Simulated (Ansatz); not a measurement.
# CH₆BGa: how energies converge with the basis set

The task here is to estimate one member of a computed series from the others.

The runs use Ansatz 0.2.0, Gaussian basis; one geometry, several basis sets.

Plan: PBE0-D4/def2-SVP; ωB97M-V/def2-SVP; PBE0-D4/def2-QZVPP; ωB97M-V/def2-QZVPP; the functionals' def2-TZVPP values are taken from earlier runs.

**The geometry**

The geometry comes from an earlier relaxation with PBE0-D4 in a triple-zeta def2 set; it is a stationary point, not always the lowest conformer.

9 atoms, charge 0, spin multiplicity 1.

Atoms are counted from 1 here; the program's logs count them from 0.

Bond lengths: B1–Ga2 2.069 Å, B1–H4 1.199 Å, B1–H5 1.199 Å, Ga2–C3 1.976 Å, Ga2–H6 1.583 Å, C3–H7 1.090 Å, C3–H8 1.094 Å, C3–H9 1.093 Å. Angles: Ga2–B1–H4 122.3°, Ga2–B1–H5 122.4°, H4–B1–H5 115.3°, B1–Ga2–C3 125.0°, B1–Ga2–H6 120.0°, C3–Ga2–H6 115.1°, Ga2–C3–H7 113.6°, Ga2–C3–H8 109.1°, Ga2–C3–H9 109.6°, H7–C3–H8 108.6°, H7–C3–H9 108.9°, H8–C3–H9 106.8°.

Set-up of the first run:

in.yaml

```yaml
crystal:
  periodic: [false, false, false]
  atoms:
    - {symbol: B, position_ang: [-1.123961, 0.868375, -1.440220]}
    - {symbol: Ga, position_ang: [0.141798, 0.646229, 0.181489]}
    - {symbol: C, position_ang: [0.722990, -1.085896, 0.935277]}
    - {symbol: H, position_ang: [-2.314554, 0.947545, -1.318770]}
    - {symbol: H, position_ang: [-0.718255, 0.934140, -2.567020]}
    - {symbol: H, position_ang: [0.724689, 1.924575, 0.911517]}
    - {symbol: H, position_ang: [0.266486, -1.948339, 0.449762]}
    - {symbol: H, position_ang: [1.810094, -1.169232, 0.844723]}
    - {symbol: H, position_ang: [0.490714, -1.117397, 2.003241]}
basis:
  gaussian: {orbitals: def2-SVP}
hamiltonian: {xc: pbe0, dispersion: d4}
output: {orbitals: {seedname: orbitals}}
```

Launch:

```
> ansatz run in.yaml --threads 2 --pin off --events-out ev --progress --plain --max-ram 20480MiB --backend cpu
```

Steps of the session up to this table: PBE0-D4 in def2-SVP; ωB97M-V in def2-SVP; PBE0-D4 in def2-QZVPP; ωB97M-V in def2-QZVPP.

One table of the session follows, with a row left open; its other results are not shown here.

It belongs to the step «Density functionals: the series». 

```
functional       basis  HOMO (eV)  LUMO (eV)
   PBE0-D4    def2-SVP      -7.26      -2.03
   PBE0-D4  def2-TZVPP          ?          ?
   PBE0-D4  def2-QZVPP      -7.29      -2.12
   ωB97M-V    def2-SVP      -9.38       0.00
   ωB97M-V  def2-TZVPP      -9.44      -0.20
   ωB97M-V  def2-QZVPP      -9.44      -0.26
```

Estimate the missing values for PBE0-D4, def2-TZVPP.

As computed: HOMO (eV): -7.28; LUMO (eV): -2.11. In the column «HOMO (eV)» it lies between PBE0-D4, def2-QZVPP (-7.29) and PBE0-D4, def2-SVP (-7.26).
